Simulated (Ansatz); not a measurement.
# Ti: the cost of one run

Program: Ansatz 0.2.0. Level of theory: DFT HSE06, scalar-relativistic, plane waves, PAW (the target; the first runs use scalar-relativistic PBE). These are calculated values, not measurements.

### 1 The starting structure

The structure is hexagonal, space group P6_3/mmc (No. 194). The conventional cell has a = 2.950 Å, b = 2.950 Å, c = 4.685 Å, α = 90.00°, β = 90.00°, γ = 120.00°. Ti (site symmetry -6m2) has 12 Ti at 2.90 to 2.95 Å as nearest neighbours.

As a file:

```
Ti
1.0
     2.95000    0.00000    0.00000
    -1.47500    2.55477    0.00000
     0.00000    0.00000    4.68460
Ti
2
Direct
  0.33333 0.66667 0.75000
  0.66667 0.33333 0.25000
```

### 2 Relaxing cell and atoms (PBE, 8×8×4 mesh)

Contents of input.yaml:

```yaml
crystal:
  lattice:
    - [2.95, 0.0, 0.0]
    - [-1.475, 2.5547749412, 0.0]
    - [0.0, 0.0, 4.6846]
  atoms:
    - { symbol: Ti, position: [0.3333333333, 0.6666666667, 0.75] }
    - { symbol: Ti, position: [0.6666666667, 0.3333333333, 0.25] }
basis:
  ecutwfc: 420
  ecutrho_ratio: 4
kpoints:
  mp_grid: { grid: [8, 8, 4] }
hamiltonian:
  xc: pbe
scf:
  occupations: { method: gaussian, width: 0.05 }
output:
  forces: true
  stress: true
  eigenvalues: true
relax:
  f_tol: 0.03
  max_steps: 60
  cell: { stress_tol: 0.3 }
```

Q: Estimate wall time and peak memory on 4 threads of an x86-64 CPU, shared host.

About 1 s, with a peak of 0.38 GiB.
